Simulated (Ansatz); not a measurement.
# BiTe (Fm-3m) in Ansatz: notebook

One crystal, BiTe, is run at these levels: PBEsol; tasks: single point, equation of state.

Program: Ansatz 0.2.0. These are calculated values, not measurements. Logs are shortened: lines on timing, memory, paths and dates and some standing lists are left out, and cuts for length are marked.

**1. Starting point**

It takes space group Fm-3m (No. 225, cubic). The conventional cell has a = 6.470 Å, b = 6.470 Å, c = 6.470 Å, α = 90.00°, β = 90.00°, γ = 90.00°. Bi (site symmetry m-3m) has 6 Te at 3.23 Å as nearest neighbours. Te (site symmetry m-3m) is surrounded by 6 Bi at 3.23 Å.

**2. Single point, PBEsol, 31.82 Å³/atom (volume scaled by 0.94)**

File input.yaml:

```yaml
crystal:
  lattice:
    - [0.0, 3.1689610617, 3.1689610617]
    - [3.1689610617, 0.0, 3.1689610617]
    - [3.1689610617, 3.1689610617, 0.0]
  atoms:
    - { symbol: Bi, position: [0.0, 0.0, 0.0] }
    - { symbol: Te, position: [0.5, 0.5, 0.5] }
hamiltonian:
  xc: pbesol
  pseudopotentials: { kind: paw }
kpoints:
  mp_grid: { grid: [7, 7, 7] }
scf:
  occupations: { method: fermi_dirac, width: 0.05 }
output:
  forces: true
  stress: true
  eigenvalues: true
  write_density: true
  write_potential: true
  elf: true
  volumetric_format: npy
```

Potentials or basis: Ansatz PAW.

On the command line:

```console
ansatz run input.yaml --threads 2 --pin off --max-ram 5632MiB --backend cpu --events-out ev --progress --plain --runs-dir out
```

The log of the run:

```text
Warning: RAYON_NUM_THREADS=2 ignored (pool sized by the plan → 2); use --threads N
Engine: ansatz 0.2.0, x86_64-unknown-linux-gnu
Pseudopotentials: kind: paw
Pseudopotential: Bi, paw, valence charge 15, recommended cutoff 420 eV (normal), Bi.paw.azcp
Pseudopotential: Te, paw, valence charge 16, recommended cutoff 420 eV (normal), Te.paw.azcp
Functional definition: PBEsol
  exchange = pbesol_x
  correlation = pbesol_c
Crystal: 2 atoms, lattice volume = 63.647 Å³
Basis set: ecut = 420 eV, 1243 PW (Γ), exchange–correlation on 60×60×60 points (8 copies of the dense FFT grid, shifted against one another)
Bands: 20, of which v1, the nominal top of the filled ones, is band 16 counted from 1 (15 counted from 0)
Symmetry: 48 space group operations
Space group: Fm-3m (ITA 225), of the structure as read, at distance tolerance 4.0e-5 Å
k-points: 20 of 343
Non-local potential: Bi, projectors of the file, l = 0: 2, l = 1: 2, l = 2: 2, l = 3: 2
Non-local potential: Te, projectors of the file, l = 0: 2, l = 1: 2, l = 2: 2, l = 3: 2
PAW form: soft (Blöchl's): semilocal exchange-correlation on the pseudo side does not see the compensation charge
PAW frozen core: Bi, regenerated for the run's functional, and the local potential with it (the file was generated under x = pbe(κ = 0.804, μ = 0.2195149727645171), c = pbe(β = 0.06672455060314922))
PAW frozen core: Te, regenerated for the run's functional, and the local potential with it (the file was generated under x = pbe(κ = 0.804, μ = 0.2195149727645171), c = pbe(β = 0.06672455060314922))
PAW one-centre angular grid: Bi, 590 points (default); XC on 64 Gauss nodes
PAW one-centre angular grid: Te, 590 points (default); XC on 64 Gauss nodes
Initial density: superposition of atomic densities (neutral atoms: chi_scale 0, normalization atom), corrected by the library's trained network
Initial wavefunctions: pseudopotential atomic-orbital guess
Functional: x = pbesol(κ = 0.804, μ = 0.12345679012345678), c = pbesol(β = 0.046)
SCF iter   1: F=—  HF=-19143.645587 eV  |F-HF|=—  |Δ(HF+E_count)|=         —  Δρ=1.89e-3  dr2=3.05e-3  ethr=1.77e-3  ⟨swp⟩=6.2  Hψ=2048  notcnv=0
preconditioner: auto → Kerker (q_TF=auto, 2.420 Å⁻¹)  [metal: Δε(μ)=0.014 eV  Ē_g=9.705 eV  σ=0.050 eV  W_gap=0.07  n_scr=14 (ndim 8)  ℏωp=15.4 eV  f_vac=0.007  D(μ)=2.97/eV (n_scr^D=26)]
SCF iter   2: F=—  HF=-19143.642810 eV  |F-HF|=—  |Δ(HF+E_count)|=   2.78e-3  Δρ=1.16e-3  dr2=8.96e-4  ethr=9.85e-6  ⟨swp⟩=2.4  Hψ=807  notcnv=0
SCF iter   3: F=—  HF=-19143.642656 eV  |F-HF|=—  |Δ(HF+E_count)|=   1.54e-4  Δρ=3.12e-4  dr2=6.93e-5  ethr=2.89e-6  ⟨swp⟩=2.2  Hψ=654  notcnv=0  defer=1
SCF iter   4: F=—  HF=-19143.642621 eV  |F-HF|=—  |Δ(HF+E_count)|=   3.50e-5  Δρ=1.43e-4  dr2=1.51e-5  ethr=2.24e-7  ⟨swp⟩=2.0  Hψ=580  notcnv=0  defer=1
SCF iter   5: F=—  HF=-19143.642620 eV  |F-HF|=—  |Δ(HF+E_count)|=   1.12e-6  Δρ=2.12e-5  dr2=1.58e-7  ethr=4.87e-8  ⟨swp⟩=2.7  Hψ=697  notcnv=0  defer=1
SCF iter   6: F=-19143.642620 eV  HF=-19143.642620 eV  |F-HF|=4.09e-8  |Δ(HF+E_count)|=   5.56e-8  Δρ=9.75e-6  dr2=4.83e-8  ethr=3.23e-10  ⟨swp⟩=12.5  Hψ=3484  notcnv=0
SCF 1 converged in 6 iterations: F = -19143.642620 eV  dr2 = 4.83e-8
  Residual-converged pass: ⟨swp⟩=1.1  Hψ=483  notcnv=0  max |occ|·‖R‖ = 6.9e-9 eV (tolerance 1.0e-8 eV)  dr2=4.83e-8  dr2_onsite=3.06e-8  max |Δocc| = 3.4e-10
SCF converged after 6 iterations
Free energy (F): -19143.642620 eV
Harris-Foulkes:  -19143.642620 eV  (|F-HF|=4.09e-8)
Internal energy: -19143.620812 eV  (E = F + TS)
E sigma→0 (E₀):  -19143.631716 eV
Entropy (-TS):   -0.021809 eV (-10.904 meV/atom)
Fermi energy:    10.676931 eV
--- Per-component energies (eV) ---
  E_band       = -340.741434
  E_kinetic    = 484.178001
  E_local      = -2666.857562  (includes V_loc(G=0)·N_el)
  E_nonlocal   = 254.401677
  E_hartree    = 1251.935292
  E_xc         = -274.519914
  E_vxc        = -249.386366  (∫ρ·V_xc dr)
  E_paw        = -15093.795110  (= ΣΔE_a)
  E_vpaw       = -666.935683  (= ΣTr[D̂ρ^β])
  E_aug_tail   = -0.000669  (compensation charges beyond the density's cutoff)
  E_ewald      = -3099.427094
  E_core_change = 0.464567  (= ΣΔE_core)
  E_smearing   = -0.021809  (= −TS)
  E_closure    = 0.000000  (closes the sum)
  Σ components = -19143.642620   (vs F -19143.642620, Δ=0.00e0)
--- Forces (eV/Å), atoms counted from 1 ---
  atom   1  Bi     0.00000000     0.00000000     0.00000000
  atom   2  Te     0.00000000    -0.00000000     0.00000000
  max |Σ_I F_I| component: 4.27e-29 eV/Å
--- Stress (GPa, compression-positive) ---
        1.735636       0.000000       0.000000
       -0.000000       1.735636       0.000000
        0.000000      -0.000000       1.735636
  P = ⅓ Tr σ = 1.7356 GPa (17.356 kbar)
--- Band table (eV; the first three rows and the last of 20) ---
  k-point 0: bands = ["-26.6752", "-26.6752", "-26.6719", "-26.6719", "-26.6719", "-12.4733", "-12.4733", "-12.4650", "-12.4650", "-12.4650", "-3.3449", "2.7361", "7.9348", "7.9348", "7.9348", "12.9129", "12.9129", "12.9129", "15.1942", "15.1942"]
  k-point 1: bands = ["-26.6751", "-26.6751", "-26.6718", "-26.6718", "-26.6718", "-12.4745", "-12.4745", "-12.4646", "-12.4636", "-12.4636", "-3.1474", "2.2008", "7.9970", "7.9970", "8.1665", "12.0813", "12.1920", "12.1920", "14.9976", "15.5790"]
  k-point 2: bands = ["-26.6750", "-26.6750", "-26.6717", "-26.6715", "-26.6715", "-12.4777", "-12.4777", "-12.4638", "-12.4599", "-12.4599", "-2.5653", "0.9872", "8.2041", "8.2041", "8.5727", "10.8308", "10.9818", "10.9818", "15.5855", "16.6604"]
  k-point 19: bands = ["-26.6753", "-26.6747", "-26.6716", "-26.6713", "-26.6708", "-12.4878", "-12.4742", "-12.4623", "-12.4586", "-12.4520", "-0.8468", "-0.4027", "5.1546", "5.7975", "8.5826", "10.7660", "14.0699", "14.9834", "15.2331", "16.4261"]
```

rho_z.tsv:

```text
# z_ang	rho[e/angstrom^3]
# format = ansatz-planar-average/11
# lattice	0.000000000	3.168961062	3.168961062
# lattice	3.168961062	0.000000000	3.168961062
# lattice	3.168961062	3.168961062	0.000000000
# sites	2
# site	83	0.000000000	0.000000000	0.000000000
# site	52	3.168961062	3.168961062	3.168961062
0.000000	6.942212e-1
0.149386	6.741023e-1
0.298773	6.183458e-1
0.448159	5.370209e-1
0.597545	4.433283e-1
0.746931	3.530318e-1
[... 22 lines left out ...]
4.182815	6.183458e-1
4.332201	6.741023e-1
```

It took 2 s on 2 threads of AMD EPYC 7R43 (Zen 3), shared host; peak memory 0.38 GiB.

What came out:

| Item | Value |
| --- | --- |
| Free energy | -19143.6426 eV |
| Pressure | 1.7 GPa |
| Band gap on the k mesh | none (metal or under the smearing width) |

Caveat: spin-orbit coupling is left out, which moves the levels of the heavy elements; the PAW data sets come from PBE, with cores solved anew for the run's functional, which leaves a small shift of forces and pressure.

**3. Single point, PBEsol, 32.50 Å³/atom (volume scaled by 0.96)**

input.yaml, as its differences from that of step 2:

```diff
@@ -2,5 +2,5 @@
   lattice:
-    - [0.0, 3.1689610617, 3.1689610617]
-    - [3.1689610617, 0.0, 3.1689610617]
-    - [3.1689610617, 3.1689610617, 0.0]
+    - [0.0, 3.1912784242, 3.1912784242]
+    - [3.1912784242, 0.0, 3.1912784242]
+    - [3.1912784242, 3.1912784242, 0.0]
   atoms:
```

Potentials or basis: Ansatz PAW.

On the command line:

```console
ansatz run input.yaml --threads 2 --pin off --max-ram 5632MiB --backend cpu --events-out ev --progress --plain --runs-dir out
```

It took 2 s on 2 threads of AMD EPYC 7R43 (Zen 3), shared host; peak memory 0.38 GiB.

The run converged. Its results:

- Free energy: -19143.6520 eV
- Pressure: 0.5 GPa
- Band gap on the k mesh: none (metal or under the smearing width)

Caveat: spin-orbit coupling is left out, which moves the levels of the heavy elements; the PAW data sets come from PBE, with cores solved anew for the run's functional, which leaves a small shift of forces and pressure.

**4. Single point, PBEsol, 33.18 Å³/atom (volume scaled by 0.98)**

File input.yaml:

```yaml
crystal:
  lattice:
    - [0.0, 3.2132879364, 3.2132879364]
    - [3.2132879364, 0.0, 3.2132879364]
    - [3.2132879364, 3.2132879364, 0.0]
  atoms:
    - { symbol: Bi, position: [0.0, 0.0, 0.0] }
    - { symbol: Te, position: [0.5, 0.5, 0.5] }
hamiltonian:
  xc: pbesol
  pseudopotentials: { kind: paw }
kpoints:
  mp_grid: { grid: [7, 7, 7] }
scf:
  occupations: { method: fermi_dirac, width: 0.05 }
output:
  forces: true
  stress: true
  eigenvalues: true
```

On the command line:

```console
ansatz run input.yaml --threads 2 --pin off --max-ram 5632MiB --backend cpu --events-out ev --progress --plain --runs-dir out
```

Run time: 1.5 s. Hardware: 2 threads of AMD EPYC 7R43 (Zen 3), shared host; peak memory 0.39 GiB.

The run converged. Its results:

| Property | Result |
| --- | --- |
| Free energy | -19143.6517 eV |
| Pressure | -0.6 GPa |
| Band gap on the k mesh | none (metal or under the smearing width) |

Caveat: spin-orbit coupling is left out, which moves the levels of the heavy elements; the PAW data sets come from PBE, with cores solved anew for the run's functional, which leaves a small shift of forces and pressure.

**5. Single point, PBEsol, 33.86 Å³/atom**

input.yaml, as its differences from that of step 4:

```diff
@@ -2,5 +2,5 @@
   lattice:
-    - [0.0, 3.2132879364, 3.2132879364]
-    - [3.2132879364, 0.0, 3.2132879364]
-    - [3.2132879364, 3.2132879364, 0.0]
+    - [0.0, 3.235, 3.235]
+    - [3.235, 0.0, 3.235]
+    - [3.235, 3.235, 0.0]
   atoms:
```

On the command line:

```console
ansatz run input.yaml --threads 2 --pin off --max-ram 5632MiB --backend cpu --events-out ev --progress --plain --runs-dir out
```

It took 1.9 s on 2 threads of AMD EPYC 7R43 (Zen 3), shared host; peak memory 0.4 GiB.

It converged, with:

```
Free energy            : -19143.6427 eV
Pressure               : -1.5 GPa
Band gap on the k mesh : none (metal or under the smearing width)
```

Caveat: spin-orbit coupling is left out, which moves the levels of the heavy elements; the PAW data sets come from PBE, with cores solved anew for the run's functional, which leaves a small shift of forces and pressure.

**6. Single point, PBEsol, 34.53 Å³/atom (volume scaled by 1.02)**

input.yaml, as its differences from that of step 5:

```diff
@@ -2,5 +2,5 @@
   lattice:
-    - [0.0, 3.235, 3.235]
-    - [3.235, 0.0, 3.235]
-    - [3.235, 3.235, 0.0]
+    - [0.0, 3.2564244654, 3.2564244654]
+    - [3.2564244654, 0.0, 3.2564244654]
+    - [3.2564244654, 3.2564244654, 0.0]
   atoms:
```

Potentials or basis: Ansatz PAW.

On the command line:

```console
ansatz run input.yaml --threads 2 --pin off --max-ram 5632MiB --backend cpu --events-out ev --progress --plain --runs-dir out
```

It took 1.7 s on 2 threads of AMD EPYC 7R43 (Zen 3), shared host; peak memory 0.4 GiB.

The run converged. Its results:

```
Free energy            : -19143.6258 eV
Pressure               : -2.4 GPa
Band gap on the k mesh : none (metal or under the smearing width)
```

Caveat: spin-orbit coupling is left out, which moves the levels of the heavy elements; the PAW data sets come from PBE, with cores solved anew for the run's functional, which leaves a small shift of forces and pressure.

**7. Single point, PBEsol, 35.21 Å³/atom (volume scaled by 1.04)**

input.yaml, as its differences from that of step 6:

```diff
@@ -2,5 +2,5 @@
   lattice:
-    - [0.0, 3.2564244654, 3.2564244654]
-    - [3.2564244654, 0.0, 3.2564244654]
-    - [3.2564244654, 3.2564244654, 0.0]
+    - [0.0, 3.2775706714, 3.2775706714]
+    - [3.2775706714, 0.0, 3.2775706714]
+    - [3.2775706714, 3.2775706714, 0.0]
   atoms:
```

On the command line:

```console
ansatz run input.yaml --threads 2 --pin off --max-ram 5632MiB --backend cpu --events-out ev --progress --plain --runs-dir out
```

It took 1.5 s on 2 threads of AMD EPYC 7R43 (Zen 3), shared host; peak memory 0.37 GiB.

Results (log left out):

| Item | Value |
| --- | --- |
| Free energy | -19143.6020 eV |
| Pressure | -3.2 GPa |
| Band gap on the k mesh | none (metal or under the smearing width) |

Caveat: spin-orbit coupling is left out, which moves the levels of the heavy elements; the PAW data sets come from PBE, with cores solved anew for the run's functional, which leaves a small shift of forces and pressure.

**8. Single point, PBEsol, 35.89 Å³/atom (volume scaled by 1.06)**

input.yaml, as its differences from that of step 7:

```diff
@@ -2,5 +2,5 @@
   lattice:
-    - [0.0, 3.2775706714, 3.2775706714]
-    - [3.2775706714, 0.0, 3.2775706714]
-    - [3.2775706714, 3.2775706714, 0.0]
+    - [0.0, 3.2984474805, 3.2984474805]
+    - [3.2984474805, 0.0, 3.2984474805]
+    - [3.2984474805, 3.2984474805, 0.0]
   atoms:
@@ -19 +19,5 @@
   eigenvalues: true
+  write_density: true
+  write_potential: true
+  elf: true
+  volumetric_format: npy
```

On the command line:

```console
ansatz run input.yaml --threads 2 --pin off --max-ram 5632MiB --backend cpu --events-out ev --progress --plain --runs-dir out
```

Wall time 2.4 s (2 threads of AMD EPYC 7R43 (Zen 3), shared host); peak memory 0.38 GiB.

It converged, with:

```yaml
Free_energy: -19143.5720 eV
Pressure: -3.9 GPa
Band_gap_on_the_k_mesh: none (metal or under the smearing width)
```

Caveat: spin-orbit coupling is left out, which moves the levels of the heavy elements; the PAW data sets come from PBE, with cores solved anew for the run's functional, which leaves a small shift of forces and pressure.

**9. Equation of state, PBEsol**

Potentials or basis: Ansatz PAW.

No new run: the results of the series are fitted here.

Results:

| Item | Value |
| --- | --- |
| Equilibrium volume | 32.81 Å³/atom |
| Bulk modulus | 53 GPa |
| Pressure derivative of the bulk modulus | 4.4 |

Energy against volume, from the lowest point:
```csv
volume (Å³/atom),energy (meV/atom)
31.824,4.71
32.501,0.00
33.178,0.17
33.855,4.68
34.532,13.10
35.209,25.01
35.886,40.04
```

Caveat: spin-orbit coupling is left out, which moves the levels of the heavy elements.
